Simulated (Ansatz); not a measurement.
# Ba2Tl5V3O12 (C2) in Ansatz: relaxation of cell and atoms with r2SCAN+rVV10

Aim: the relaxation of cell and atoms of Ba2Tl5V3O12 with r2SCAN+rVV10.

Program: Ansatz 0.2.0. These are calculated values, not measurements. Logs are shortened: lines on timing, memory, paths and dates and some standing lists are left out, and cuts for length are marked.

**1. Starting point**

The structure is monoclinic, space group C2 (No. 5). The conventional cell has a = 12.980 Å, b = 13.354 Å, c = 6.079 Å, α = 90.00°, β = 109.30°, γ = 90.00°. Around Ba (site symmetry 2) lie 6 O at 2.58 to 2.76 Å. Ba (site symmetry 2) has 8 O at 2.76 to 3.03 Å as nearest neighbours. V (site symmetry 1) has 4 O at 1.72 to 1.75 Å as nearest neighbours. V (site symmetry 2) is surrounded by 4 O at 1.71 to 1.76 Å. Tl (site symmetry 1) is surrounded by 3 O at 2.57 to 2.74 Å. Tl (site symmetry 2) is surrounded by 4 O at 2.66 to 2.69 Å. Around Tl (site symmetry 1) lie 3 O at 2.55 to 2.75 Å. O (site symmetry 1) has 1 V at 1.75 Å as nearest neighbours.

The cell was built by a generator and needn't be a form met in nature.

**2. Relaxation of cell and atoms, r2SCAN+rVV10, collinear spin, ferromagnetic start**

The input, input.yaml:

```yaml
crystal:
  lattice:
    - [6.48991, -6.67692, -0.04765]
    - [6.48991, 6.67692, -0.04765]
    - [-1.96739, 0.0, 5.7522]
  atoms:
    - { symbol: Ba, position: [0.47917, 0.52083, 0.0] }
    - { symbol: Ba, position: [0.79264, 0.20736, 0.0] }
    - { symbol: V, position: [0.65694, 0.94605, 0.25735], spin: 2.0 }
    - { symbol: V, position: [0.05395, 0.34306, 0.74265], spin: 2.0 }
    - { symbol: V, position: [0.57442, 0.42558, 0.5], spin: 2.0 }
    - { symbol: Tl, position: [0.49835, 0.85629, 0.63726] }
    - { symbol: Tl, position: [0.14371, 0.50165, 0.36274] }
    - { symbol: Tl, position: [0.01508, 0.98492, 0.5] }
    - { symbol: Tl, position: [0.30964, 0.12677, 0.21892] }
    - { symbol: Tl, position: [0.87323, 0.69036, 0.78108] }
    - { symbol: O, position: [0.0039, 0.26325, 0.44275] }
    - { symbol: O, position: [0.59719, 0.60676, 0.67706] }
    - { symbol: O, position: [0.91333, 0.4282, 0.84635] }
    - { symbol: O, position: [0.52536, 0.79943, 0.20594] }
    - { symbol: O, position: [0.68766, 0.41628, 0.31356] }
    - { symbol: O, position: [0.09251, 0.20316, 0.88601] }
    - { symbol: O, position: [0.58372, 0.31234, 0.68644] }
    - { symbol: O, position: [0.79684, 0.90749, 0.11399] }
    - { symbol: O, position: [0.5718, 0.08667, 0.15365] }
    - { symbol: O, position: [0.20057, 0.47464, 0.79406] }
    - { symbol: O, position: [0.73675, 0.9961, 0.55725] }
    - { symbol: O, position: [0.39324, 0.40281, 0.32294] }
hamiltonian:
  xc: r2scan
  pseudopotentials: { kind: paw }
  dispersion: rvv10
magnetization:
  spin_polarized: true
kpoints:
  mp_grid: { grid: [2, 2, 4] }
scf:
  occupations: { method: fermi_dirac, width: 0.05 }
output:
  forces: true
  stress: true
  eigenvalues: true
relax:
  f_tol: 0.01
  max_steps: 40
  cell: { stress_tol: 0.05 }
```

Potentials or basis: Ansatz PAW.

Run with:

```
$ ansatz run input.yaml --threads 8 --pin off --max-ram 20480MiB --backend cpu --events-out ev --progress --plain --runs-dir out
```

What it wrote:

```text
Warning: RAYON_NUM_THREADS=8 ignored (pool sized by the plan → 8); use --threads N
Engine: ansatz 0.2.0, aarch64-unknown-linux-gnu
Pseudopotentials: kind: paw
Pseudopotential: Ba, paw, valence charge 10, recommended cutoff 500 eV (meta_gga), Ba.paw.azcp
Pseudopotential: V, paw, valence charge 13, recommended cutoff 500 eV (meta_gga), V.paw.azcp
Pseudopotential: Tl, paw, valence charge 13, recommended cutoff 500 eV (meta_gga), Tl.paw.azcp
Pseudopotential: O, paw, valence charge 6, recommended cutoff 500 eV (meta_gga), O.paw.azcp
Functional definition: r2SCAN+rVV10
  parameter k0 = 0.174
  parameter k1 = 0.065
  parameter a1 = 4.9479
  exchange = r2scan_x(k0 = k0, k1 = k1, a1 = a1)
  correlation = r2scan_c + rvv10(11.95, 0.0093)
Crystal: 22 atoms, lattice volume = 497.264 Å³
Basis set: ecut = 500 eV, 12591 PW (Γ), exchange–correlation on 320×320×200 points (64 copies of the dense FFT grid, shifted against one another)
Bands: 123, of which v1, the nominal top of the filled ones, is band 98 counted from 1 (97 counted from 0)
Symmetry: 2 space group operations
Space group: C2 (ITA 5), of the structure as read, at distance tolerance 7.9e-5 Å
[... 367 lines left out ...]
  k-point 2 ↑: bands = ["-61.1565", "-61.1181", "-61.1181", "-33.9980", "-33.9903", "-33.9902", "-33.9664", "-33.9459", "-33.9458", "-33.9358", "-33.9081", "-33.9079", "-20.4960", "-20.4443", "-12.8138", "-12.6405", "-12.5722", "-12.4267", "-12.2171", "-12.1544", "-12.1519", "-12.1355", "-12.0874", "-11.9895", "-11.9287", "-11.6143", "-5.4340", "-5.3998", "-5.3715", "-5.3577", "-5.2551", "-5.1801", "-4.8940", "-4.8881", "-4.8758", "-4.8340", "-4.8231", "-4.8199", "-4.8140", "-4.7787", "-4.7737", "-4.7688", "-4.7518", "-4.7288", "-4.7285", "-4.7021", "-4.6811", "-4.5109", "-4.5019", "-4.4947", "-4.4676", "-4.4654", "-4.4486", "-4.4388", "-4.4070", "-4.3986", "-4.3808", "-0.1926", "-0.0167", "0.0640", "0.4811", "0.5421", "1.5945", "1.6003", "1.7684", "1.7837", "1.8422", "1.8795", "1.9825", "2.0581", "2.0689", "2.2232", "2.2853", "2.3272", "2.4720", "2.6390", "2.7258", "2.7464", "2.8991", "2.9808", "3.0805", "3.1076", "3.3819", "3.4921", "3.5587", "3.7392", "3.8157", "3.9041", "3.9745", "4.0732", "4.1752", "4.2265", "4.3671", "4.4034", "4.5258", "4.6152", "4.7531", "4.8608", "8.3147", "8.4586", "8.6898", "8.7777", "8.8593", "8.9788", "9.1040", "9.2217", "9.4334", "9.5330", "9.6224", "9.6816", "10.0612", "10.1081", "10.1885", "10.2372", "10.3800", "10.5056", "10.7823", "10.8031", "10.9540", "11.0583", "11.2946", "11.7298", "12.0054"]
  k-point 8 ↓: bands = ["-61.1565", "-61.1181", "-61.1181", "-33.9980", "-33.9903", "-33.9902", "-33.9664", "-33.9459", "-33.9458", "-33.9358", "-33.9081", "-33.9079", "-20.4952", "-20.4450", "-12.8072", "-12.6436", "-12.5743", "-12.4207", "-12.2319", "-12.1582", "-12.1541", "-12.1435", "-12.0864", "-11.9848", "-11.9121", "-11.6151", "-5.4249", "-5.4094", "-5.3923", "-5.3373", "-5.2370", "-5.1715", "-4.8954", "-4.8738", "-4.8724", "-4.8383", "-4.8361", "-4.8171", "-4.8158", "-4.7830", "-4.7719", "-4.7680", "-4.7468", "-4.7375", "-4.7365", "-4.7105", "-4.6730", "-4.5135", "-4.5035", "-4.4943", "-4.4746", "-4.4676", "-4.4536", "-4.4315", "-4.4101", "-4.3960", "-4.3875", "-0.3448", "-0.0027", "0.1350", "0.4831", "0.6796", "1.6300", "1.6311", "1.7168", "1.7900", "1.8602", "1.8880", "1.9819", "1.9836", "2.0465", "2.1777", "2.2914", "2.4402", "2.5016", "2.6392", "2.7420", "2.7551", "2.8300", "2.9757", "3.0472", "3.1892", "3.3667", "3.5648", "3.6151", "3.7247", "3.7693", "3.8848", "3.9408", "4.0087", "4.1162", "4.1338", "4.3196", "4.3652", "4.5777", "4.5967", "4.8053", "4.8433", "8.3790", "8.4280", "8.5791", "8.8166", "8.9181", "8.9952", "9.1385", "9.3086", "9.3371", "9.6069", "9.6433", "9.6876", "10.0186", "10.1103", "10.2763", "10.3422", "10.4917", "10.4968", "10.7310", "10.7539", "11.0883", "11.2317", "11.4899", "11.5293", "12.0343"]
--- Relaxed structure (12 steps of the walk, 11 accepted, 1 SCFs on fresh bases) ---
  F+E_penalty+E_count = -84785.97508843 eV   max|allowed force component| = 8.134e-3 eV/Å   (the final SCF, on the basis selected at the relaxed cell)
  cell:  # Å, volume = 437.5466 Å³
    - [6.03813832792738, -6.3134004792364005, -0.12302901120232605]
    - [6.03813832792738, 6.3134004792364005, -0.12302901120232605]
    - [-1.8970618250963693, 0.0, 5.777543208979859]
  atoms:
    - { symbol: Ba, position: [0.48437571467781887, 0.5156242853221812, 0.0] }
    - { symbol: Ba, position: [0.80092535914963, 0.19907464085037, 0.0] }
    - { symbol: V, position: [0.6508859758673685, 0.9451230160380452, 0.2814522335216238] }
    - { symbol: V, position: [0.05487698396195459, 0.3491140241326314, 0.7185477664783765] }
    - { symbol: V, position: [0.5804941478529727, 0.41950585214702735, 0.5000000000000001] }
    - { symbol: Tl, position: [0.4770466200066097, 0.8556192534380804, 0.6549928951944191] }
    - { symbol: Tl, position: [0.14438074656191974, 0.5229533799933904, 0.3450071048055812] }
    - { symbol: Tl, position: [0.03211222539967608, 0.967887774600324, 0.5000000000000001] }
    - { symbol: Tl, position: [0.2889672088875469, 0.11013659390490255, 0.20693648982592983] }
    - { symbol: Tl, position: [0.8898634060950977, 0.7110327911124533, 0.7930635101740703] }
    - { symbol: O, position: [0.012707210041316627, 0.25447871546088785, 0.4250208360120971] }
    - { symbol: O, position: [0.6015917653937732, 0.6103180889962753, 0.6795871077746767] }
    - { symbol: O, position: [0.8990509759956289, 0.4266745594996167, 0.8110596035062124] }
    - { symbol: O, position: [0.497339494716671, 0.8030882094930292, 0.2363454261808192] }
    - { symbol: O, position: [0.7042191806659961, 0.422179031857951, 0.3216492068324214] }
    - { symbol: O, position: [0.10938064235975291, 0.21147905232597297, 0.8753358615965711] }
    - { symbol: O, position: [0.577820968142049, 0.295780819334004, 0.6783507931675787] }
    - { symbol: O, position: [0.7885209476740268, 0.8906193576402469, 0.12466413840342884] }
    - { symbol: O, position: [0.5733254405003831, 0.10094902400437097, 0.18894039649378808] }
    - { symbol: O, position: [0.1969117905069709, 0.5026605052833293, 0.763654573819181] }
    - { symbol: O, position: [0.7455212845391122, 0.9872927899586834, 0.574979163987903] }
    - { symbol: O, position: [0.3896819110037247, 0.3984082346062267, 0.3204128922253234] }
```

Wall time 12 min (8 threads of Arm Neoverse V2, shared host); peak memory 4.2 GiB.

Results:

| Item | Value |
| --- | --- |
| Free energy | -84785.9751 eV |
| Relaxed volume | 19.89 Å³/atom |
| Relaxed cell | a = 8.737 Å, b = 8.737 Å, c = 6.081 Å, α = 103.24°, β = 103.24°, γ = 92.54° |
| Space group after relaxing (to 0.05 Å) | C2 (No. 5) |
| Energy gained by relaxing | 18.6 meV/atom |
| Ionic steps | 12 |
| Pressure after relaxing | 0.0 GPa |
| Largest force after relaxing | 0.008 eV/Å |
| Band gap on the k mesh | 2.98 eV, direct |
| Net moment | 0.00 μB per cell |
| Absolute moment | 0.00 μB per cell |

Forces in eV/Å, atoms in the order of the input:
```
Ba   0.000 -0.008  0.000
Ba   0.000  0.002  0.000
V   -0.001  0.004 -0.005
V    0.001  0.004  0.005
V    0.000 -0.005  0.000
Tl   0.000  0.004  0.003
Tl   0.000  0.004 -0.003
Tl   0.000  0.000  0.000
Tl   0.001  0.001  0.000
Tl  -0.001  0.001  0.000
O   -0.001 -0.003 -0.006
O    0.006 -0.001  0.001
O   -0.002 -0.001  0.000
O    0.002  0.000 -0.001
O    0.001  0.001  0.000
O    0.002  0.000 -0.001
O   -0.001  0.001  0.000
O   -0.002  0.000  0.001
O    0.002 -0.001  0.000
O   -0.002  0.000  0.001
O    0.001 -0.003  0.006
O   -0.006 -0.001 -0.001
```

The path:
```tsv
step	energy change (eV)	largest force (eV/Å)	volume (Å³)
1	0.0000	0.4195	497.26
2	-0.2853	0.2346	470.24
3	-0.3793	0.1574	449.94
4	-0.4038	0.1268	443.56
5	-0.4132	0.1908	438.26
6	-0.4222	0.0716	439.90
7	-0.4250	0.1251	439.21
8	-0.4255	0.0488	438.83
9	-0.4268	0.0309	438.18
10	-0.4271	0.0323	437.36
11	-0.4272	0.0079	437.55
12	-0.4088	0.0081	437.55
```

Final structure:
```
Ba V Tl O
1.0
     6.03814   -6.31340   -0.12303
     6.03814    6.31340   -0.12303
    -1.89706    0.00000    5.77754
Ba V Tl O
2 3 5 12
Direct
  0.48438 0.51562 0.00000
  0.80093 0.19907 0.00000
  0.65089 0.94512 0.28145
  0.05488 0.34911 0.71855
  0.58049 0.41951 0.50000
  0.47705 0.85562 0.65499
  0.14438 0.52295 0.34501
  0.03211 0.96789 0.50000
  0.28897 0.11014 0.20694
  0.88986 0.71103 0.79306
  0.01271 0.25448 0.42502
  0.60159 0.61032 0.67959
  0.89905 0.42667 0.81106
  0.49734 0.80309 0.23635
  0.70422 0.42218 0.32165
  0.10938 0.21148 0.87534
  0.57782 0.29578 0.67835
  0.78852 0.89062 0.12466
  0.57333 0.10095 0.18894
  0.19691 0.50266 0.76365
  0.74552 0.98729 0.57498
  0.38968 0.39841 0.32041
```

Levels at points of the mesh, in eV from the valence-band top:
Spin up:
```
              k point  band 94  band 95  band 96  band 97  band 98  band 99  band 100  band 101  band 102  band 103
   (0.00, 0.00, 0.00)    -0.63    -0.58    -0.47    -0.24     0.00     2.98      3.57      3.72      3.86      3.93
  (0.00, 0.00, -0.50)    -0.61    -0.49    -0.40    -0.26    -0.16     3.30      3.44      3.67      3.76      3.84
  (0.00, -0.50, 0.00)    -0.68    -0.55    -0.43    -0.22    -0.02     3.40      3.50      3.61      3.87      3.93
 (0.00, -0.50, -0.50)    -0.58    -0.47    -0.45    -0.33    -0.09     3.36      3.41      3.47      3.67      3.92
 (-0.50, -0.50, 0.00)    -0.58    -0.57    -0.43    -0.29    -0.10     3.41      3.57      3.62      3.75      3.90
(-0.50, -0.50, -0.50)    -0.65    -0.44    -0.42    -0.21    -0.17     3.36      3.41      3.56      3.80      3.90
```
Spin down:
```csv
k point,band 96,band 97,band 98,band 99,band 100,band 101
"(0.00, 0.00, 0.00)",-0.47,-0.24,0.00,2.98,3.57,3.72
"(0.00, 0.00, -0.50)",-0.40,-0.26,-0.16,3.30,3.44,3.67
"(0.00, -0.50, 0.00)",-0.43,-0.22,-0.02,3.40,3.50,3.61
"(0.00, -0.50, -0.50)",-0.45,-0.33,-0.09,3.36,3.41,3.47
"(-0.50, -0.50, 0.00)",-0.43,-0.29,-0.10,3.41,3.57,3.62
"(-0.50, -0.50, -0.50)",-0.42,-0.21,-0.17,3.36,3.41,3.56
```

Caveat: the magnetic or orbital state may not be the lowest; the plane-wave basis is chosen anew once the cell has moved, so the energies of steps on either side of that aren't comparable; spin-orbit coupling is left out, which as a rule narrows the gap of such compounds by several tenths of an eV; the PAW data sets come from PBE, with cores solved anew for the run's functional, which leaves a small shift of forces and pressure; the starting moments weren't kept.
